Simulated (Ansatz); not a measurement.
# C₆H₁₁AlO₃: how energies converge with the basis set

An exercise on one series of results from a longer session: the logs are not shown, and one member is left open.

The runs use Ansatz 0.2.0, Gaussian basis; one geometry, several basis sets.

Levels to be run: PBE0-D4/def2-SVP; ωB97M-V/def2-SVP; PBE0-D4/def2-QZVPP; ωB97M-V/def2-QZVPP; the functionals' def2-TZVPP values are taken from earlier runs.

**The geometry**

The geometry comes from an earlier relaxation with PBE0-D4 in a triple-zeta def2 set; it is a stationary point, not always the lowest conformer.

SMILES `CC1=CC(C)=[O+][Al-]([CH3])([OH])[O]1`, 21 atoms, charge 0, spin multiplicity 1.

Atoms are counted from 1 here; the program's logs count them from 0.

Bond lengths: C1–C2 1.492 Å, C1–H11 1.093 Å, C1–H12 1.088 Å, C1–H13 1.093 Å, C2–C3 1.396 Å, C2–O10 1.272 Å, C3–C4 1.396 Å, C3–H14 1.080 Å, C4–C5 1.492 Å, C4–O6 1.272 Å, C5–H15 1.093 Å, C5–H16 1.088 Å, C5–H17 1.093 Å, O6–Al7 1.837 Å, Al7–C8 1.943 Å, Al7–O9 1.709 Å, Al7–O10 1.837 Å, C8–H18 1.094 Å and more. Angles: C2–C1–H11 109.0°, C2–C1–H12 112.5°, C2–C1–H13 109.0°, H11–C1–H12 109.7°, H11–C1–H13 106.9°, H12–C1–H13 109.6°, C1–C2–C3 120.5°, C1–C2–O10 115.7°, C3–C2–O10 123.9°, C2–C3–C4 122.9°, C2–C3–H14 118.6°, C4–C3–H14 118.6°, C3–C4–C5 120.5°, C3–C4–O6 123.9°, C5–C4–O6 115.7°, C4–C5–H15 109.0°, C4–C5–H16 112.5°, C4–C5–H17 109.0° and more.

As a file:

```xyz
21
C6H11AlO3
C     1.80750    1.60897    1.70341
C     0.88099    0.86995    0.79730
C    -0.48613    1.15062    0.80157
C    -1.39900    0.48402   -0.01706
C    -2.85133    0.82046    0.03934
O    -1.07623   -0.42873   -0.84232
Al    0.60651   -1.07178   -1.20432
C     0.76257   -2.95400   -0.74936
O     1.09035   -0.61154   -2.77711
O     1.42256   -0.00575    0.05015
H     2.32941    0.89062    2.34024
H     1.29049    2.33948    2.32269
H     2.56869    2.11098    1.10111
H    -0.85502    1.91116    1.47396
H    -3.41550   -0.08186    0.28735
H    -3.07063    1.60078    0.76561
H    -3.18137    1.13864   -0.95264
H     0.16378   -3.57821   -1.41961
H     0.43085   -3.16259    0.27254
H     1.79702   -3.30096   -0.83282
H     1.05998    0.28044   -3.11303
```

Set-up of the first run:

in.yaml

```yaml
crystal:
  periodic: [false, false, false]
  atoms:
    - {symbol: C, position_ang: [1.807500, 1.608970, 1.703410]}
    - {symbol: C, position_ang: [0.880992, 0.869947, 0.797297]}
    - {symbol: C, position_ang: [-0.486127, 1.150623, 0.801572]}
    - {symbol: C, position_ang: [-1.398997, 0.484018, -0.017055]}
    - {symbol: C, position_ang: [-2.851329, 0.820456, 0.039344]}
    - {symbol: O, position_ang: [-1.076228, -0.428725, -0.842321]}
    - {symbol: Al, position_ang: [0.606507, -1.071779, -1.204322]}
    - {symbol: C, position_ang: [0.762568, -2.953997, -0.749364]}
    - {symbol: O, position_ang: [1.090352, -0.611543, -2.777112]}
    - {symbol: O, position_ang: [1.422564, -0.005750, 0.050154]}
    - {symbol: H, position_ang: [2.329413, 0.890616, 2.340238]}
    - {symbol: H, position_ang: [1.290487, 2.339479, 2.322690]}
    - {symbol: H, position_ang: [2.568686, 2.110978, 1.101111]}
    - {symbol: H, position_ang: [-0.855020, 1.911162, 1.473961]}
    - {symbol: H, position_ang: [-3.415497, -0.081857, 0.287346]}
    - {symbol: H, position_ang: [-3.070626, 1.600781, 0.765606]}
    - {symbol: H, position_ang: [-3.181371, 1.138637, -0.952637]}
    - {symbol: H, position_ang: [0.163776, -3.578214, -1.419611]}
    - {symbol: H, position_ang: [0.430846, -3.162586, 0.272538]}
    - {symbol: H, position_ang: [1.797020, -3.300958, -0.832817]}
    - {symbol: H, position_ang: [1.059982, 0.280443, -3.113029]}
basis:
  gaussian: {orbitals: def2-SVP}
hamiltonian: {xc: pbe0, dispersion: d4}
output: {orbitals: {seedname: orbitals}}
```

Started as:

```sh
$ ansatz run in.yaml --threads 4 --pin off --events-out ev --progress --plain --max-ram 41984MiB --backend cpu
```

Steps of the session up to this table: PBE0-D4 in def2-SVP; ωB97M-V in def2-SVP; PBE0-D4 in def2-QZVPP; ωB97M-V in def2-QZVPP.

One of the session's tables, all rows but one given; the rest of the session is left out.

It belongs to the step «Functionals by basis». 

| functional | basis | HOMO (eV) | LUMO (eV) |
| --- | --- | --- | --- |
| PBE0-D4 | def2-SVP | -7.20 | -1.88 |
| PBE0-D4 | def2-TZVPP | -7.26 | -1.95 |
| PBE0-D4 | def2-QZVPP | -7.29 | -1.99 |
| ωB97M-V | def2-SVP | -9.35 | 0.24 |
| ωB97M-V | def2-TZVPP | -9.43 | 0.13 |
| ωB97M-V | def2-QZVPP | ? | ? |

**Question.** Estimate the row for ωB97M-V, def2-QZVPP.

The run gave: HOMO (eV): -9.45; LUMO (eV): 0.08. In the column «HOMO (eV)» it is the lowest.
